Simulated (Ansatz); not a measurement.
I need a test of scalar relativity of ClGeH2 (charge -1), SMILES [Cl][GeH2-]. Use Ansatz 0.2.0 through its Python package. Level of theory (for the species named): Hartree-Fock, cc-pVTZ basis, multiplicity 1.

```xyz
4

Cl    1.9122   -0.0939   -0.1060
Ge   -0.1849    0.0071    0.4235
H    -0.9260   -1.2207   -0.1647
H    -0.8013    1.3075   -0.1528
```

Script `clgeh2.py`:
```python
'''ClGeH2(-) with and without the spin-free two-component Hamiltonian.'''

import ansatz as az
import numpy as np

GEOMETRY = '''
Cl    1.91220   -0.09390   -0.10600
Ge   -0.18490    0.00710    0.42350
H    -0.92600   -1.22070   -0.16470
H    -0.80130    1.30750   -0.15280
'''

system = az.Crystal.molecule()
for line in GEOMETRY.strip().splitlines():
    symbol, *xyz = line.split()
    system = system.atom(symbol, [float(v) for v in xyz])

calc = system.calculation().functional('hf').charge(-1).forces()
# a set contracted for a scalar-relativistic Hamiltonian goes with the relativistic run
sets = {'none': 'cc-pVTZ', 'scalar': 'cc-pVTZ-DK'}
found = {kind: calc.basis(gaussian=basis).pseudopotentials(relativity=kind).run(threads=1).report for kind, basis in sets.items()}
for kind, each in found.items():
    dipole = 4.803205 * np.linalg.norm(each['charge_distribution']['dipole_moment_e_ang'])
    print(f'{kind:7s} E = {each["free_energy_ev"]:.4f} eV  dipole {dipole:.3f} D  largest force component {np.abs(each["forces_ev_ang"]).max():.4f} eV/A')
print(f'relativity lowers the total energy by {found["none"]["free_energy_ev"] - found["scalar"]["free_energy_ev"]:.3f} eV')
```

Running `python clgeh2.py` prints:
```text
none    E = -69011.0881 eV  dipole 1.343 D  largest force component 3.7330 eV/A
scalar  E = -69639.8739 eV  dipole 1.159 D  largest force component 3.7895 eV/A
relativity lowers the total energy by 628.786 eV
```

Reading the output:
- Total energies depend on the basis set; only differences at equal settings carry meaning.
- The geometry is a force-field or estimated start, not a minimum of this method. The basis set changes with the Hamiltonian (a set recontracted for scalar relativity), and most of the change in the total lies in the cores.
- An ion's dipole depends on the origin; the program takes it about the centre of nuclear charge.
- Anions want diffuse functions, which this basis lacks.
- Finished in 3.5 s on 1 thread of Arm Neoverse V2, with other jobs on the host, peak memory 0.23 GiB.
